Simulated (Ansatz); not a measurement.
# CoO: the cost of one run

Method: DFT PBE+U (U_eff = 3.3 eV on Co 3d), scalar-relativistic, plane waves, PAW, in Ansatz 0.2.0.

## 1. The system as given

Symmetry: Fm-3m, No. 225, cubic system. Conventional cell: a = 4.263 Å, b = 4.263 Å, c = 4.263 Å, α = 90.00°, β = 90.00°, γ = 90.00°. Co (site symmetry m-3m) is surrounded by 6 O at 2.13 Å. O (site symmetry m-3m) has 6 Co at 2.13 Å in its first shell of neighbours.

As a file:

```cif
data_structure
_symmetry_space_group_name_H-M 'P 1'
_symmetry_Int_Tables_number 1
_cell_length_a 3.0144
_cell_length_b 3.0144
_cell_length_c 3.0144
_cell_angle_alpha 60.000
_cell_angle_beta 60.000
_cell_angle_gamma 60.000
_cell_volume 19.37
loop_
_atom_site_label
_atom_site_type_symbol
_atom_site_fract_x
_atom_site_fract_y
_atom_site_fract_z
_atom_site_occupancy
Co1 Co 0.00000 0.00000 0.00000 1
O1 O 0.50000 0.50000 0.50000 1
```

Starting moments: Co 3.00 μB.

## 2. First run, at the start cell

Input file input.yaml:

```yaml
crystal:
  lattice:
    - [0.0, 2.1315, 2.1315]
    - [2.1315, 0.0, 2.1315]
    - [2.1315, 2.1315, 0.0]
  atoms:
    - { symbol: Co, position: [0.0, 0.0, 0.0], spin: 3.0 }
    - { symbol: O, position: [0.5, 0.5, 0.5] }
basis:
  ecutwfc: 420
  ecutrho_ratio: 4
kpoints:
  mp_grid: { grid: [6, 6, 6] }
hamiltonian:
  xc: pbe
  hubbard: { sites: [{ species: Co, l: d, u_eff: 3.3 }] }
scf:
  occupations: { method: gaussian, width: 0.05 }
output:
  forces: true
  stress: true
  eigenvalues: true
  populations: true
  hubbard: { sites: [{ species: Co, l: d }] }
magnetization:
  spin_polarized: true
```

The run is started by

```console
$ ansatz run input.yaml --threads 2 --pin off --max-ram 5120MiB --backend cpu --events-out ev --progress --plain --runs-dir out
```

What time and memory should one allow on 2 threads of Intel Xeon at 2.50GHz (Skylake/Cascade Lake), shared host?

About 23 s, with a peak of 0.44 GiB.
